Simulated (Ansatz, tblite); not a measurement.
**[GaClH3]- (GaH₃Cl−): rung by rung**

One table from this session's results is given with a row withheld; the runs are named, their logs left out.

Computed with Ansatz 0.2.0, Gaussian basis. Level: as each input shows.

Levels to be run: GFN1-xTB, GFN2-xTB, PBE-D4/def2-TZVPD, r2SCAN-D4/def2-TZVPD, ωB97X-V/def2-TZVPD, r2SCANh-D4/def2-TZVPD, B2PLYP/def2-TZVPD, ωB97M-V/def2-TZVPD, HF/def2-TZVPD, B3LYP-D4/def2-TZVPD, revPBE-D4/def2-TZVPD, PBE-D4/def2-SVPD, PBE0-D4/def2-SVPD, CCSD(T)/def2-TZVPPD, MP2/def2-TZVPD, RPA/def2-TZVPD.

## The geometry

The singlet was relaxed beforehand with PBE-D4/def2-TZVPD.

5 atoms, charge -1, spin multiplicity 1.

Bond lengths: Ga1–Cl2 2.336 Å, Ga1–H3 1.613 Å, Ga1–H4 1.613 Å, Ga1–H5 1.613 Å. Angles: Cl2–Ga1–H3 105.1°, Cl2–Ga1–H4 105.1°, Cl2–Ga1–H5 105.1°, H3–Ga1–H4 113.5°, H3–Ga1–H5 113.4°, H4–Ga1–H5 113.5°.

The ion is computed in the gas phase, without counter-ions or solvent.

PBE0-D4/def2-TZVPD was run before; its log isn't repeated, and its numbers join the tables.

Set-up of the first run:

Tight binding, by tblite at 300 K electronic temperature and without a spin-polarisation term:

```python
tblite.interface.Calculator('GFN1-xTB', numbers, positions, charge=-1, uhf=0).singlepoint()
```

Tight binding, by tblite at 300 K electronic temperature and without a spin-polarisation term:

```python
tblite.interface.Calculator('GFN2-xTB', numbers, positions, charge=-1, uhf=0).singlepoint()
```

start.molden holds the orbitals of an earlier run on this state, given as this run's starting guess.

File in.yaml:

```yaml
crystal:
  periodic: [false, false, false]
  atoms:
    - {symbol: Ga, position_ang: [-0.001334, 0.002087, -0.214870]}
    - {symbol: Cl, position_ang: [0.012809, -0.020275, 2.120681]}
    - {symbol: H, position_ang: [1.553079, 0.010815, -0.644773]}
    - {symbol: H, position_ang: [-0.786432, 1.352111, -0.617504]}
    - {symbol: H, position_ang: [-0.778111, -1.344737, -0.643534]}
basis:
  gaussian: {orbitals: def2-TZVPD, initial_orbitals: start.molden}
total_charge: -1
hamiltonian: {xc: pbe, dispersion: d4}
scf: {omitted_lower_state_checks: [starts]}
output: {forces: true, orbitals: {seedname: orbitals}}
```

Run with:

```sh
ansatz run in.yaml --threads 4 --pin off --events-out ev --progress --plain --max-ram 3916MiB
```

Among the steps run: PBE-D4/def2-TZVPD; r2SCAN-D4/def2-TZVPD; ωB97X-V/def2-TZVPD; r2SCANh-D4/def2-TZVPD; B2PLYP/def2-TZVPD; ωB97M-V/def2-TZVPD; HF/def2-TZVPD; B3LYP-D4/def2-TZVPD; revPBE-D4/def2-TZVPD; PBE-D4/def2-SVPD; PBE0-D4/def2-SVPD; CCSD(T)/def2-TZVPPD; MP2/def2-TZVPD; RPA/def2-TZVPD.

One table of the session follows, with a row left open; its other results are not shown here.

```
                level  HOMO (eV)  LUMO (eV)  gap (eV)
        HF/def2-TZVPD      -5.71       4.86     10.57
     PBE-D4/def2-SVPD      -1.43       3.50      4.92
    PBE-D4/def2-TZVPD      -1.42       3.48      4.90
 revPBE-D4/def2-TZVPD      -1.38       3.41      4.79
 r2SCAN-D4/def2-TZVPD      -1.71       4.12      5.84
r2SCANh-D4/def2-TZVPD      -2.17       4.20      6.37
  B3LYP-D4/def2-TZVPD      -2.46       3.68      6.15
    PBE0-D4/def2-SVPD      -2.66       3.94      6.60
   PBE0-D4/def2-TZVPD          ?          ?         ?
   ωB97X-V/def2-TZVPD      -5.04       4.85      9.90
   ωB97M-V/def2-TZVPD      -4.88       4.23      9.11
```

**Question.** Estimate the row for PBE0-D4/def2-TZVPD.

As computed: HOMO (eV): -2.66; LUMO (eV): 3.88; gap (eV): 6.54.
